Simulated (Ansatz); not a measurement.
# ClGaH₄N₂: a ladder of functionals and wavefunction methods

The task here is to estimate one member of a computed series from the others.

Method: functionals in def2-TZVPP, the program's frozen cores in correlated methods; program: Ansatz 0.2.0, Gaussian basis.

Levels to be run: LDA (SPW92), PBE-D4, revPBE-D4, BLYP-D4, r2SCAN-D4, B97M-V, PBE0-D4, B3LYP-D4, r2SCANh-D4, r2SCAN0-D4, HSE06-D4, BHLYP-D4, CAM-B3LYP-D4, LC-ωPBE, ωB97X-V, ωB97M-V, B2PLYP, PBE-QIDH; CCSD(T)/def2-SVP; CCSD(T)/def2-TZVPP; MP2/def2-QZVPP; extrapolation to the limit; RPA on PBE.

**The geometry**

All runs share one geometry, relaxed beforehand with PBE0-D4 in a triple-zeta def2 set.

8 atoms, charge 0, spin multiplicity 1.

Atoms are counted from 1 here; the program's logs count them from 0.

Bond lengths: N1–Ga2 1.808 Å, N1–H5 1.006 Å, N1–H6 1.006 Å, Ga2–N3 1.808 Å, Ga2–Cl4 2.145 Å, N3–H7 1.006 Å, N3–H8 1.006 Å. Angles: Ga2–N1–H5 119.7°, Ga2–N1–H6 121.8°, H5–N1–H6 111.7°, N1–Ga2–N3 125.8°, N1–Ga2–Cl4 117.1°, N3–Ga2–Cl4 117.1°, Ga2–N3–H7 121.9°, Ga2–N3–H8 119.8°, H7–N3–H8 111.7°.

Set-up of the first run:

Input file in.yaml:

```yaml
crystal:
  periodic: [false, false, false]
  atoms:
    - {symbol: N, position_ang: [-0.433986, 1.564000, -0.293304]}
    - {symbol: Ga, position_ang: [-0.264647, -0.235581, -0.294279]}
    - {symbol: N, position_ang: [0.851561, -1.192297, 0.757330]}
    - {symbol: Cl, position_ang: [-1.496965, -1.332579, -1.664366]}
    - {symbol: H, position_ang: [-1.220641, 1.991639, -0.752208]}
    - {symbol: H, position_ang: [-0.094676, 2.128623, 0.466996]}
    - {symbol: H, position_ang: [1.626453, -0.765135, 1.235929]}
    - {symbol: H, position_ang: [1.032901, -2.158660, 0.543902]}
basis:
  gaussian: {orbitals: def2-TZVPP}
hamiltonian: {xc: lda}
output: {orbitals: {seedname: orbitals}}
```

The run is started by

```console
ansatz run in.yaml --threads 4 --pin off --events-out ev --progress --plain --max-ram 10444MiB
```

Among the steps run: LDA; PBE-D4 (GGA); revPBE-D4 (GGA); BLYP-D4 (GGA); r2SCAN-D4 (meta-GGA); B97M-V (meta-GGA); PBE0-D4 (hybrid); B3LYP-D4 (hybrid); r2SCANh-D4 (hybrid); r2SCAN0-D4 (hybrid); HSE06-D4 (hybrid); BHLYP-D4 (hybrid); CAM-B3LYP-D4 (range-separated); LC-ωPBE (range-separated); ωB97X-V (range-separated); ωB97M-V (range-separated); B2PLYP (double hybrid); PBE-QIDH (double hybrid).

One table of the session follows, with a row left open; its other results are not shown here.

It belongs to the step «Orbital energies across the functionals». 

| functional | HOMO (eV) | gap (eV) |
| --- | --- | --- |
| LDA (SPW92) | -6.11 | 4.71 |
| PBE-D4 | -5.91 | 4.73 |
| revPBE-D4 | ? | ? |
| BLYP-D4 | -5.79 | 4.60 |
| r2SCAN-D4 | -6.23 | 5.46 |
| B97M-V | -6.27 | 5.24 |
| PBE0-D4 | -7.35 | 7.07 |
| B3LYP-D4 | -7.10 | 6.47 |
| r2SCANh-D4 | -6.77 | 6.30 |
| r2SCAN0-D4 | -7.58 | 7.56 |
| HSE06-D4 | -6.94 | 6.29 |
| BHLYP-D4 | -8.69 | 9.16 |
| CAM-B3LYP-D4 | -8.80 | 9.39 |
| LC-ωPBE | -10.24 | 12.20 |
| ωB97X-V | -9.83 | 11.54 |
| ωB97M-V | -9.73 | 11.11 |

Q: Estimate the row for revPBE-D4 from the others.

**Answer.** HOMO (eV): -5.85; gap (eV): 4.77. In the column «HOMO (eV)» it lies between PBE-D4 (-5.91) and BLYP-D4 (-5.79).
